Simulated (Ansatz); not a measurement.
What does this script print? It uses Ansatz 0.2.0, Python API.

The script, `run_methods.py`:
```python
# -*- coding: utf-8 -*-
"""ClGeH3OSi at several levels of theory."""

import ansatz as az


def main():
    geometry_ang = [
        ("Cl", (1.1377, -2.3988, 0.7674)),
        ("Si", (-0.3602, -1.0799, -0.0596)),
        ("O", (0.3395, 0.0357, -1.1404)),
        ("Ge", (0.1538, 1.1775, 0.2421)),
        ("H", (-1.6419, -1.5578, -0.6063)),
        ("H", (-1.0272, 2.1954, -0.146)),
        ("H", (1.4595, 1.5598, 0.8971)),
    ]
    molecule = az.Crystal.molecule()
    for symbol, xyz in geometry_ang:
        molecule = molecule.atom(symbol, xyz)

    setup = molecule.calculation().basis(gaussian="def2-SVP")

    methods = ["mp2", "ccsd", "ccsd_t"]
    reports = [setup.correlation(m).run(threads=1).report for m in methods]
    print(f"Hartree-Fock reference {reports[0]['reference_energy_ev'] / 27.211386246:.6f} Ha")
    best = reports[-1]["free_energy_ev"] - reports[-1]["reference_energy_ev"]
    for method, each in zip(methods, reports):
        gained = each["free_energy_ev"] - each["reference_energy_ev"]
        print(f"{method:8s} total {each['free_energy_ev'] / 27.211386246:.6f} Ha  correlation {gained:9.4f} eV  ({100 * gained / best:.1f} % of the last)")


if __name__ == "__main__":
    main()
```

```console
$ python run_methods.py
Hartree-Fock reference -2899.872162 Ha
mp2      total -2900.511380 Ha  correlation  -17.3940 eV  (93.0 % of the last)
ccsd     total -2900.539032 Ha  correlation  -18.1465 eV  (97.1 % of the last)
ccsd_t   total -2900.559230 Ha  correlation  -18.6961 eV  (100.0 % of the last)
```

These settings explore the input space; basis and method may be short of convergence. The geometry is a force-field or estimated start, not a minimum of this method, and the basis set is short of its limit. A lower total doesn't mark the better method: functionals have no common bound, and MP2 and coupled cluster aren't variational. Inner cores stay frozen; a filled d shell under the valence of the heavier atoms is correlated with it. Wall time of the script: 21 s on 1 thread of Arm Neoverse V1, with other jobs on the host, peak memory 0.38 GiB.
